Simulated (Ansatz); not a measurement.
Here is an Ansatz 0.2.0 calculation.

input.yaml

```yaml
crystal:
  lattice:
    - [5.60663, -0.09346, -0.01409]
    - [1.61393, 5.33512, 0.00251]
    - [1.36916, 1.91529, 8.31543]
  atoms:
    - { symbol: Hf, position: [0.229297, 0.656293, 0.018533] }
    - { symbol: Hf, position: [0.763609, 0.344755, 0.97428] }
    - { symbol: Pd, position: [0.002887, 0.492395, 0.497704] }
    - { symbol: Pd, position: [0.000877, -0.002792, 0.501042] }
    - { symbol: Se, position: [0.028889, 0.329523, 0.255206] }
    - { symbol: Se, position: [0.984391, 0.663238, 0.743571] }
    - { symbol: Br, position: [0.497436, 0.498069, 0.501117] }
    - { symbol: Br, position: [0.50758, -0.008033, 0.499023] }
    - { symbol: O, position: [0.441606, 0.360467, 0.92687] }
    - { symbol: O, position: [0.549777, 0.648166, 0.075532] }
    - { symbol: O, position: [-0.003562, 0.006357, -0.000993] }
kpoints:
  mp_grid: { grid: [5, 5, 4] }
scf:
  occupations: { method: fermi_dirac, width: 0.05 }
hamiltonian:
  xc: pbe
  pseudopotentials: { kind: all_electron, lapw: { basis_error: 0.002 } }
output:
  forces: true
  stress: true
  eigenvalues: true
  populations: true
```

Potentials or basis: all-electron LAPW, scalar-relativistic.

Command:

```bash
$ ansatz run input.yaml --threads 8 --pin off --max-ram 24576MiB --backend cpu --events-out ev --progress --plain --runs-dir out
```

Task: Predict the band gap on the k mesh.

Result: None (metal or under the smearing width).

Task: Predict the largest force.

Result: 1.253 eV/Å.

Task: Predict the Loewdin charges.

Result: Hf +1.22, +1.24; Pd +0.76, +0.75; Se -0.56; Br -0.12, -0.14; O -0.58, -0.61, -0.67 e.

Stress tensor (GPa, compression positive):
```
 0.63 -0.65  0.30
-0.65  0.45  0.17
 0.30  0.17  0.20
```

 Spin-orbit coupling is left out, which matters for the levels of Hf.
